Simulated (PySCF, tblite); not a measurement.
# C6H11NOSi: geometry, infrared bands and NMR shifts

What infrared bands and NMR shifts should C6H11NOSi (`CO[SiH2]/C=C/CCC#N`) show?

Programs: tblite 0.8.0 and PySCF 2.14.0, with density-fitted response routines of our own. Each step states its level of theory. These are calculated values for one molecule in the gas phase, unless marked as measured. Atoms are numbered from 0 throughout.

### Step 1. The molecule as given

20 atoms, charge 0, multiplicity 1; geometry from: force field or distance geometry start.

Bonds of the start (Å): C0–O1 1.43, O1–Si2 1.65, Si2–C3 1.85, C3–C4 1.36, C4–C5 1.51, C5–C6 1.52, C6–C7 1.46, C7–N8 1.16, C0–H9 1.10, C0–H10 1.09, C0–H11 1.09, Si2–H12 1.47, Si2–H13 1.48, C3–H14 1.08, C4–H15 1.09, C5–H16 1.09, C5–H17 1.09, C6–H18 1.09, C6–H19 1.11.

### Step 2. Geometry optimisation with GFN2-xTB

The job: settings as JSON, then the geometry in Å.

```
{"job": {"kind": "relax", "xc": "GFN2-xTB", "basis": "xTB"}, "charge": 0, "multiplicity": 1}
C      3.920100    -0.654400     0.480900
O      2.510600    -0.416400     0.375600
Si     1.939600     0.286600    -0.998500
C      0.108600     0.539400    -0.946300
C     -0.660700     0.475400     0.169600
C     -2.153600     0.690600     0.149800
C     -2.897600    -0.563200     0.586200
C     -4.341900    -0.330800     0.589000
N     -5.488900    -0.155300     0.582000
H      4.108300    -1.122200     1.454300
H      4.254100    -1.337200    -0.303600
H      4.470300     0.285000     0.442000
H      2.265200    -0.570000    -2.147900
H      2.604000     1.598100    -1.188400
H     -0.329700     0.744600    -1.907600
H     -0.208900     0.279300     1.146700
H     -2.486900     1.002800    -0.841800
H     -2.383800     1.517900     0.828600
H     -2.659200    -1.396500    -0.075700
H     -2.574800    -0.863200     1.602200
```

Command:

```
> OMP_NUM_THREADS=1 python probes_run.py task.json out
```

The driver reads the jobs from task.json and runs them one after another.

**Question.** This job is followed by: GFN2-xTB harmonic vibrations, gas phase; GIAO PBE0/pcSseg-1 NMR shielding, non-relativistic, gas phase. Predict these results of the whole session: strongest single infrared mode (GFN2-xTB); zero-point energy (GFN2-xTB); ¹³C shifts against TMS (PBE0/pcSseg-1); ¹H shifts against TMS (PBE0/pcSseg-1, means over atoms taken as alike); ¹⁷O shifts against H2O (PBE0/pcSseg-1); ²⁹Si shifts against TMS (PBE0/pcSseg-1); ¹⁵N shifts against NH3 (PBE0/pcSseg-1); surface potential, 1st and 99th percentile.

**Answer**, as computed:

```
                                                              quantity                                      value
                             strongest single infrared mode (GFN2-xTB)                      2179 cm⁻¹, 438 km/mol
                                          zero-point energy (GFN2-xTB)                              96.3 kcal/mol
                                ¹³C shifts against TMS (PBE0/pcSseg-1)  156.1, 131.1, 123.6, 54.2, 40.9, 18.1 ppm
¹H shifts against TMS (PBE0/pcSseg-1, means over atoms taken as alike)     6.46, 5.69, 5.07, 3.88, 2.58, 2.18 ppm
                                ¹⁷O shifts against H2O (PBE0/pcSseg-1)                                  -12.8 ppm
                               ²⁹Si shifts against TMS (PBE0/pcSseg-1)                                  -30.7 ppm
                                ¹⁵N shifts against NH3 (PBE0/pcSseg-1)                                  298.7 ppm
                                 surface potential, 1st and 99th percentile                         -1.81 V and 1.28 V
```

In words: Relaxing lowered the energy by 0.203 eV in 107 steps; the close pair that moved most is C0–O1, from 1.433 to 1.393 Å. No mode is imaginary among the 54: a minimum at this level. The strongest single mode, at 2179 cm⁻¹, moves mainly H12 and H13. GFN2-xTB is a fitted tight-binding method: band positions and strengths are rough. Its intensities can rank the bands wrongly. At PBE0/pcSseg-1: The largest span, 498 ppm, is at N8, where the paramagnetic term is -369 ppm. At PBE0/pcSseg-1, counted by nearest atom on the grid, the HOMO lies on C3, C4 about 34 % each, the LUMO on C3, C4 about 30 % each; H14, H15 about 7 % each.
